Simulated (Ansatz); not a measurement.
# Be2SeO2: the cost of one run

Method: DFT PBE, scalar-relativistic, plane waves, PAW, unless a step names another level, in Ansatz 0.2.0.

8 further runs of the same task are left out: 4 that didn't finish, 4 set aside as unsound or not needed.

**1. The system as given**

The structure is trigonal, space group P-3m1 (No. 164). Conventional cell: a = 2.706 Å, b = 2.706 Å, c = 11.493 Å, α = 90.00°, β = 90.00°, γ = 120.00°. Be (site symmetry 3m) is surrounded by 3 O at 1.56 Å. Se (site symmetry -3m) is surrounded by 6 Se at 2.71 Å. O (site symmetry 3m) has 3 Be at 1.56 Å as nearest neighbours.

As a file:

```cif
data_structure
_symmetry_space_group_name_H-M 'P-3m1'
_symmetry_Int_Tables_number 164
_cell_length_a 2.7062
_cell_length_b 2.7062
_cell_length_c 11.4926
_cell_angle_alpha 90.000
_cell_angle_beta 90.000
_cell_angle_gamma 120.000
_cell_volume 72.89
loop_
_atom_site_label
_atom_site_type_symbol
_atom_site_symmetry_multiplicity
_atom_site_Wyckoff_symbol
_atom_site_fract_x
_atom_site_fract_y
_atom_site_fract_z
_atom_site_occupancy
Be1 Be 2 d 0.33333 0.66667 0.37527 1
Se1 Se 1 a 0.00000 0.00000 0.00000 1
O1 O 2 d 0.66667 0.33333 0.37397 1
```

It came out lowest among 45 distinct ends of the trial cells. At a tolerance of 0.05 Å it has space group P-3m1 (No. 164).

**2. Relaxing to 0.001 eV/Å, on the response runs' mesh and smearing**

input.yaml reads:

```yaml
crystal:
  lattice:
    - [2.7061667658, 0.0, 0.0]
    - [-1.3530833829, 2.3436091661, 0.0]
    - [0.0, 0.0, 11.4925881396]
  atoms:
    - { symbol: Be, position: [0.3333333333, 0.6666666667, 0.3752659442] }
    - { symbol: Be, position: [0.6666666667, 0.3333333333, 0.6247340558] }
    - { symbol: Se, position: [0.0, 0.0, 0.0] }
    - { symbol: O, position: [0.6666666667, 0.3333333333, 0.3739729899] }
    - { symbol: O, position: [0.3333333333, 0.6666666667, 0.6260270101] }
basis:
  ecutwfc: 420
kpoints:
  mp_grid: { grid: [12, 12, 4] }
hamiltonian:
  xc: pbe
scf:
  occupations: { method: gaussian, width: 0.1 }
output:
  forces: true
  stress: true
  eigenvalues: true
relax:
  adjacent_minimum: "off"
  f_tol: 0.001
  max_steps: 60
  cell: { stress_tol: 0.01 }
```

Started as:

```sh
$ ansatz run input.yaml --threads 3 --pin off --max-ram 7680MiB --backend cpu --events-out ev --progress --plain --runs-dir out
```

Q: Estimate wall time and peak memory on 3 threads of AMD EPYC 9R45 (Zen 5), shared host.

About 11 s, with a peak of 0.48 GiB.
